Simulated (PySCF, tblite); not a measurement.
# C₄H₁₀FNSi: geometry, infrared bands and NMR shifts

What infrared bands and NMR shifts should C₄H₁₀FNSi (`FC[C@H]1CC[SiH2]N1`) show?

Programs: tblite 0.8.0 and PySCF 2.14.0, with density-fitted response routines of our own. Each step states its level of theory. These are calculated values for one molecule in the gas phase, unless marked as measured. Atoms count from 0, in the outputs and in this text.

**1. The molecule as given**

17 atoms, charge 0, multiplicity 1; geometry from: force field or distance geometry start.

Bonds of the start (Å): F0–C1 1.37, C1–C2 1.51, C2–C3 1.55, C3–C4 1.54, C4–Si5 1.89, Si5–N6 1.73, N6–C2 1.49, C1–H7 1.09, C1–H8 1.11, C2–H9 1.10, C3–H10 1.11, C3–H11 1.09, C4–H12 1.09, C4–H13 1.10, Si5–H14 1.48, Si5–H15 1.49, N6–H16 1.02.

**2. Optimising the geometry with GFN2-xTB**

The job: settings as JSON, then the geometry in Å.

```
{"job": {"kind": "relax", "xc": "GFN2-xTB", "basis": "xTB"}, "charge": 0, "multiplicity": 1}
F      2.944100     0.797400     0.517800
C      2.143200    -0.280600     0.265000
C      0.775300     0.186400    -0.168400
C     -0.137600    -0.966700    -0.646300
C     -1.586000    -0.442800    -0.710500
Si    -1.702400     0.814100     0.698000
N      0.013700     0.863400     0.914400
H      2.639200    -0.870200    -0.504700
H      2.107800    -0.888700     1.190000
H      0.884900     0.903800    -0.992600
H     -0.093900    -1.803500     0.082300
H      0.181000    -1.372700    -1.605800
H     -2.320900    -1.247500    -0.614400
H     -1.739700     0.073000    -1.674000
H     -2.149800     2.157600     0.251300
H     -2.325400     0.276100     1.938800
H      0.359400     1.813100     1.049000
```

Launch:

```
$ OMP_NUM_THREADS=1 python probes_run.py task.json out
```

This one command runs all jobs of the session in turn.

**Question.** This job is followed by: GFN2-xTB harmonic vibrations, gas phase; GIAO PBE0/pcSseg-1 NMR shielding, non-relativistic, gas phase. What will the session give for the following? strongest single infrared mode (GFN2-xTB); zero-point energy (GFN2-xTB); ¹³C shifts against TMS (PBE0/pcSseg-1); ¹H shifts against TMS (PBE0/pcSseg-1); ¹⁹F shifts against CFCl3 (PBE0/pcSseg-1); ²⁹Si shifts against TMS (PBE0/pcSseg-1); ¹⁵N shifts against NH3 (PBE0/pcSseg-1); surface potential, 1st and 99th percentile.

The runs gave:

```
                                 quantity                                                           value
strongest single infrared mode (GFN2-xTB)                                           2214 cm⁻¹, 488 km/mol
             zero-point energy (GFN2-xTB)                                                   84.6 kcal/mol
   ¹³C shifts against TMS (PBE0/pcSseg-1)                                      94.8, 62.7, 29.1, 10.2 ppm
    ¹H shifts against TMS (PBE0/pcSseg-1)  5.03, 4.97, 4.81, 4.33, 3.62, 1.83, 1.08, 1.06, 0.99, 0.93 ppm
 ¹⁹F shifts against CFCl3 (PBE0/pcSseg-1)                                                      -248.6 ppm
  ²⁹Si shifts against TMS (PBE0/pcSseg-1)                                                       -25.9 ppm
   ¹⁵N shifts against NH3 (PBE0/pcSseg-1)                                                        35.8 ppm
    surface potential, 1st and 99th percentile                                              -1.07 V and 1.25 V
```

What this shows: The optimisation took 56 steps and gained 0.234 eV; among the close pairs (by a distance rule), C2–N6 changed most, from 1.487 to 1.447 Å. All 45 modes are real, so the xTB geometry is a minimum. The strongest single mode, at 2214 cm⁻¹, moves mainly H14. Unscaled tight-binding wavenumbers are off by several per cent, some by more. Its intensities can rank the bands wrongly. The most deshielded carbon is C1 (sp3 CH2 bonded to F), at 94.8 ppm: pulled downfield by the heteroatom. At PBE0/pcSseg-1: The widest tensor belongs to Si5: span 98 ppm, with a paramagnetic part of -505 ppm.
